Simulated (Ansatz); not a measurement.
# Co2Si6Ni: the cost of one run

Method: DFT PBE, scalar-relativistic, plane waves, PAW, in Ansatz 0.2.0.

1 further run of the same task is left out (set aside as unsound or not needed).

### Step 1. The structure to begin with

The structure is trigonal, space group P-3m1 (No. 164). The conventional cell has a = 3.794 Å, b = 3.794 Å, c = 9.343 Å, α = 90.00°, β = 90.00°, γ = 120.00°. Co (site symmetry 3m) has 8 Si at 2.29 to 2.33 Å as nearest neighbours. Si (site symmetry 3m) has 3 Co at 2.31 Å and 1 Ni at 2.38 Å as nearest neighbours. Si (site symmetry 3m) has 1 Co at 2.29 Å and 3 Ni at 2.34 Å as nearest neighbours. Si (site symmetry 3m) has 4 Co at 2.33 Å and 6 Si at 2.67 Å as nearest neighbours. Ni (site symmetry -3m) is surrounded by 8 Si at 2.34 to 2.38 Å.

As a file:

```
CELL_PARAMETERS angstrom
3.79374 0.00000 0.00000
-1.89687 3.28547 0.00000
0.00000 0.00000 9.34271
ATOMIC_POSITIONS crystal
Co 0.66667 0.33333 0.83232
Co 0.33333 0.66667 0.16768
Si 0.00000 0.00000 0.75502
Si 0.33333 0.66667 0.41231
Si 0.66667 0.33333 0.08125
Si 0.66667 0.33333 0.58769
Si 0.00000 0.00000 0.24498
Si 0.33333 0.66667 0.91875
Ni 0.00000 0.00000 0.50000
```

The cell was relaxed beforehand at this level, from a generated guess; it is a trial structure. At a tolerance of 0.05 Å it has space group P-3m1 (No. 164); it has 12.94 Å³/atom, an uncorrected energy of -0.46 eV/atom over the elements and, on its mesh, gap none (metal).

### Step 2. Elastic constants, atoms relaxed

File input.yaml:

```yaml
crystal:
  lattice:
    - [3.7976745472, 0.0, 0.0]
    - [-1.8988372736, 3.2888826332, 0.0]
    - [0.0, 0.0, 9.3347353476]
  atoms:
    - { symbol: Co, position: [0.6666666667, 0.3333333333, 0.8322658437] }
    - { symbol: Co, position: [0.3333333333, 0.6666666667, 0.1677341563] }
    - { symbol: Si, position: [0.0, 0.0, 0.7552094285] }
    - { symbol: Si, position: [0.3333333333, 0.6666666667, 0.412610946] }
    - { symbol: Si, position: [0.6666666667, 0.3333333333, 0.0814171361] }
    - { symbol: Si, position: [0.6666666667, 0.3333333333, 0.587389054] }
    - { symbol: Si, position: [0.0, 0.0, 0.2447905715] }
    - { symbol: Si, position: [0.3333333333, 0.6666666667, 0.9185828639] }
    - { symbol: Ni, position: [0.0, 0.0, 0.5] }
basis:
  ecutwfc: 420
kpoints:
  mp_grid: { grid: [12, 12, 4] }
hamiltonian:
  xc: pbe
scf:
  occupations: { method: fermi_dirac, width: 0.15 }
output:
  forces: true
  stress: true
  eigenvalues: true
elastic:
  mode: relaxed_ion
  amplitude: 0.005
  stencil: two_point
```

Run with:

```sh
> ansatz run input.yaml --threads 4 --pin off --max-ram 8192MiB --backend cpu --events-out ev --progress --plain --runs-dir out
```

What time and memory should one allow on 4 threads of Arm Neoverse N1, shared host?

About 14 min, with a peak of 1.1 GiB.
